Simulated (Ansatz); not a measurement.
CH₄BBrSi, SMILES BrC1B[SiH2]1, a rigid scan of one bond length

Program: the Ansatz DFT code, driven from Python.

Contents of `ch4bbrsi.xyz`:
```text
8

Br   -1.50830    1.34950   -1.19450
C    -0.86590   -0.09290   -0.18150
B    -0.06740    0.38620    1.05960
Si    0.90600   -0.45880   -0.57250
H    -1.52480   -0.96470   -0.00820
H     0.03040    0.88770    2.14580
H     1.69730    0.57430   -1.17690
H     1.42470   -1.73840   -0.12760
```

The script, `ch4bbrsi_scan.py`:
```python
"""Stretching a bond of CH4BBrSi, the rest held rigid."""

import ansatz
import numpy as np

ch4bbrsi = ansatz.Crystal.molecule_from_extxyz("ch4bbrsi.xyz")

symbols = [site.symbol for site in ch4bbrsi.cartesian_sites]
start = np.array([site.position_ang for site in ch4bbrsi.cartesian_sites])
axis = (start[4] - start[1]) / np.linalg.norm(start[4] - start[1])
moving = [4]
lengths, energies = [0.974, 1.018, 1.062, 1.106, 1.151, 1.195, 1.239, 1.306], []
for length in lengths:
    xyz = start.copy()
    xyz[moving] += (length - np.linalg.norm(start[4] - start[1])) * axis
    point = ansatz.Crystal.molecule()
    for symbol, xyz in zip(symbols, xyz):
        point = point.atom(symbol, xyz.tolist())
    setup = point.calculation()
    setup = setup.basis(gaussian="def2-SVP")
    setup = setup.functional("PBE0").accuracy("high")
    setup = setup.scf(lower_state_search="standard")
    rep = setup.run().report
    energies.append(rep["free_energy_ev"])
    print(f"r = {length:6.3f} A  E = {energies[-1]:.5f} eV  <S^2> = {abs(rep['mean_field']['state']['spin_squared']):.3f}")

# quartic fit about the minimum
fit = np.polynomial.Polynomial.fit(lengths, np.array(energies) - min(energies), 4).convert()
roots = [r.real for r in fit.deriv().roots() if abs(r.imag) < 1e-9 and fit.deriv(2)(r.real) > 0]
r_e = min(roots, key=lambda r: abs(r - lengths[int(np.argmin(energies))]))
print(f"minimum of the fit at {r_e:.4f} A, force constant {fit.deriv(2)(r_e):.2f} eV/A^2")
```

Output of `python ch4bbrsi_scan.py`:
```text
r =  0.974 A  E = -79673.02368 eV  <S^2> = 0.000
r =  1.018 A  E = -79673.23644 eV  <S^2> = 0.000
r =  1.062 A  E = -79673.34513 eV  <S^2> = 0.000
r =  1.106 A  E = -79673.37266 eV  <S^2> = 0.000
r =  1.151 A  E = -79673.33592 eV  <S^2> = 0.000
r =  1.195 A  E = -79673.25149 eV  <S^2> = 0.000
r =  1.239 A  E = -79673.13089 eV  <S^2> = 0.000
r =  1.306 A  E = -79672.89838 eV  <S^2> = 0.000
minimum of the fit at 1.1013 A, force constant 33.43 eV/A^2
```

What to keep in mind:
- The settings weren't tested for convergence.
- The rest of the molecule is held rigid at a force-field or estimated start geometry, and the basis set is modest; single-reference methods fail as a bond breaks.
- The orbitals are restricted, so S² is zero by construction.
- The whole script took 82 s on 1 thread of Arm Neoverse V2, with other jobs on the host, peak memory 0.44 GiB.

(Lines on the test bed's own set-up are left out of the output.)
